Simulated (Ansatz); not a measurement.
# WSi+ (quartet): wave-function methods side by side, def2-TZVPP

One table from this session's results is given with a row withheld; the runs are named, their logs left out.

The runs use Ansatz 0.2.0, Gaussian basis; def2-TZVPP, core rule «outside noble gas», up to 9 orbitals frozen.

The runs, in order: UHF; ROHF; CCSD(T) on UHF.

### The geometry

The geometry is a PBE0/def2-TZVP stationary point (not a proven minimum) of the parent state, kept for this charge and spin. No spin-orbit coupling is included. Elements past krypton take def2 core potentials.

2 atoms, charge 1, spin multiplicity 4.

Atoms are counted from 1 here; the program's logs count them from 0.

Bond lengths: W1–Si2 2.328 Å.

Set-up of the first run:

in.yaml

```yaml
crystal:
  periodic: [false, false, false]
  atoms:
    - {symbol: W, position_ang: [0.000000, 0.000000, 0.000000]}
    - {symbol: Si, position_ang: [0.000000, 0.000000, 2.328000]}
basis:
  gaussian: {orbitals: def2-TZVPP}
total_charge: 1
magnetization: {spin_polarized: true, initial_magnetization: 3}
hamiltonian: {xc: hf}
output: {orbitals: {seedname: orbitals}}
```

Started as:

```
$ ansatz run in.yaml --threads 1 --pin off --events-out ev --progress --plain --max-ram 4096MiB --backend cpu
```

Among the steps run: UHF; ROHF; CCSD(T) on UHF.

One of the session's tables, all rows but one given; the rest of the session is left out.

It belongs to the step «Misses and costs». 

| method | from UCCSD(T) (kJ/mol) |
| --- | --- |
| ROHF | +667.8 |
| UMP2 | ? |
| UCCSD | +39.2 |
| UCCSD(T) | 0 |

Estimate the missing values for UMP2.

**Answer.** from UCCSD(T) (kJ/mol): +145.8. In the column «from UCCSD(T) (kJ/mol)» it lies between UCCSD (+39.2) and ROHF (+667.8).

Left out of the table: UHF (another determinant or state than the rows shown).

To keep in mind: The determinant is far from a pure spin state, so its energy mixes those of several spin states (harmless only where they are near-degenerate, as at dissociation). Warnings: spin contamination; coupled cluster took another determinant than the lowest.
